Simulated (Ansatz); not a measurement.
Mg3Te:

```
Te Mg
1.0
    -2.13936    2.13936    5.28249
     2.13936   -2.13936    5.28249
     2.13936    2.13936   -5.28249
Te Mg
1 3
Direct
  0.00000 0.00000 0.00000
  0.25000 0.75000 0.50000
  0.75000 0.25000 0.50000
  0.50000 0.50000 0.00000
```

The cell comes from a database or a generator and needn't be the stable form of this composition.

```yaml
Program: Ansatz 0.2.0
Task: relaxation of cell and atoms
Functional: PBEsol
Dispersion: D3(BJ)-ATM
Potentials_or_basis: Ansatz PAW
Cutoff: "420 eV (not typed: the program's choice for these potentials)"
k_mesh: 9 × 9 × 9
Occupations: fermi-dirac, width 0.05 eV
Spin: no spin polarisation
```

At the start: volume 24.18 Å³/atom.

Problem. Where does the relaxation end?

Solution. It ends after 6 steps and the volume is 22.21 Å³/atom (-8.1 %); space group I4/mmm (No. 139, to 0.05 Å).

Step by step:
| step | energy change (eV) | largest force (eV/Å) | volume (Å³) |
| --- | --- | --- | --- |
| 1 | 0.0000 | 0.0000 | 96.71 |
| 2 | -0.0754 | 0.0000 | 89.59 |
| 3 | -0.0812 | 0.0000 | 88.87 |
| 4 | -0.0841 | 0.0000 | 88.55 |
| 5 | -0.0849 | 0.0000 | 88.86 |
| 6 | -0.0843 | 0.0000 | 88.86 |

Final structure:
```cif
data_structure
_symmetry_space_group_name_H-M 'P 1'
_symmetry_Int_Tables_number 1
_cell_length_a 5.8052
_cell_length_b 5.8052
_cell_length_c 5.8052
_cell_angle_alpha 137.317
_cell_angle_beta 137.317
_cell_angle_gamma 61.950
_cell_volume 88.86
loop_
_atom_site_label
_atom_site_type_symbol
_atom_site_fract_x
_atom_site_fract_y
_atom_site_fract_z
_atom_site_occupancy
Te1 Te 0.00000 0.00000 0.00000 1
Mg1 Mg 0.25000 0.75000 0.50000 1
Mg2 Mg 0.75000 0.25000 0.50000 1
Mg3 Mg 0.50000 0.50000 0.00000 1
```

Caveat: the plane-wave basis is chosen anew once the cell has moved, so the energies of steps on either side of that aren't comparable; pairwise dispersion overbinds metals, which lowers pressure and volume; the PAW data sets come from PBE, with cores solved anew for the run's functional, which leaves a small shift of forces and pressure.
